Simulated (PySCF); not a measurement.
# C4H3IO: the cost of one run

Computed with PySCF 2.14.0 and routines of our own; the level stands in each step. Atoms count from 0.

### 1 The starting structure

9 atoms, charge 0, multiplicity 1; geometry from: GFN2-xTB.

### 2 Optimising the geometry at PBE0-D3(BJ)/def2-SVP

What the job is given:

```
{"job": {"xc": "PBE0", "basis": "def2-SVP", "d3": "d3bj", "grid": 1, "maxiter": 30, "shake": 0.01, "kind": "geom"}, "charge": 0, "multiplicity": 1}
I      3.173960    -0.359440     0.267640
C      1.085180    -0.152960     0.090030
C      0.280830     0.942500    -0.092540
C     -0.989210     0.442070    -0.128610
C     -0.923490    -0.914390     0.018540
O      0.363000    -1.268150     0.159600
H      0.628630     1.960660    -0.171220
H     -1.904270     1.014630    -0.256690
H     -1.656810    -1.682070     0.079520
```

On the command line:

```
$ OMP_NUM_THREADS=1 python heavy_run.py task.json out
```

This one command runs all jobs of the session in turn.

**Question.** How long does this first job take on 1 thread of AMD EPYC 9R45, shared host, and how much memory does it need?

About 27 s, with a peak of 0.46 GiB.
